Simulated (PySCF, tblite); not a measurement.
# C4H5ClFSi radical: geometry, infrared bands and EPR parameters

Wanted: the infrared bands and EPR parameters of C4H5ClFSi radical (`FC1=C(Cl)[CH][SiH2]C1`), by calculation.

Programs: tblite 0.8.0 and PySCF 2.14.0, with density-fitted response routines of our own. Each step states its level of theory. These are calculated values for one molecule in the gas phase, unless marked as measured. Atoms are numbered from 0 throughout.

## (1) The starting structure

12 atoms, charge 0, multiplicity 2; geometry from: force field or distance geometry start.

Bonds of the start (Å): F0–C1 1.35, C1–C2 1.36, C2–Cl3 1.70, C2–C4 1.44, C4–Si5 1.84, Si5–C6 1.92, C6–C1 1.50, C4–H7 1.08, Si5–H8 1.48, Si5–H9 1.49, C6–H10 1.09, C6–H11 1.10.

## (2) Geometry optimisation with GFN2-xTB

Job settings and geometry (Å):

```
{"job": {"kind": "relax", "xc": "GFN2-xTB", "basis": "xTB"}, "charge": 0, "multiplicity": 2}
F      1.073700     2.396300     0.030600
C      0.567100     1.147800     0.002500
C      1.389700     0.067100    -0.035500
Cl     3.087700     0.188200    -0.092600
C      0.756500    -1.229300    -0.048000
Si    -1.070300    -0.990900    -0.000500
C     -0.920100     0.921500     0.044600
H      1.264600    -2.175700    -0.090400
H     -1.722000    -1.472800    -1.235500
H     -1.661100    -1.536200     1.253700
H     -1.407100     1.366000    -0.824900
H     -1.357400     1.317500     0.969900
```

Launch:

```sh
$ OMP_NUM_THREADS=1 python probes_run.py task.json out
```

This one command runs all jobs of the session in turn.

**Question.** This job is followed by: GFN2-xTB harmonic vibrations, gas phase; UKS B3LYP, pcH-1 on C Cl F H Si, non-relativistic, mean-field spin-orbit, GIAO. What will the session give for the following? strongest single infrared mode (GFN2-xTB); zero-point energy (GFN2-xTB); g(iso) (B3LYP); ⟨S²⟩; largest a(iso) (averaged by class); potential on the surface of density 0.002 e/bohr³, 1st and 99th percentile.

The runs gave:

```
                                                                  quantity                  value
                                 strongest single infrared mode (GFN2-xTB)  2231 cm⁻¹, 384 km/mol
                                              zero-point energy (GFN2-xTB)          45.4 kcal/mol
                                                            g(iso) (B3LYP)                2.00298
                                                                      ⟨S²⟩     0.773 (exact 0.75)
                                        largest a(iso) (averaged by class)    19F on F0, 95.5 MHz
potential on the surface of density 0.002 e/bohr³, 1st and 99th percentile     -0.79 V and 1.40 V
```

What this shows: The optimisation took 19 steps and gained 0.164 eV; among the close pairs (by a distance rule), C2–C4 changed most, from 1.443 to 1.385 Å. No mode is imaginary among the 30: a minimum at this level. The strongest single mode, at 2231 cm⁻¹, moves mainly H8 and H9. GFN2-xTB is a fitted tight-binding method: band positions and strengths are rough. Its intensities can rank the bands wrongly. The largest spin populations lie on C4 (0.65 e), C1 (0.54 e). The isotropic g lies 0.7 ppt above the free-electron value. The conformer search found further structures of the same energy, which may be mirror or relabelled copies of this one.
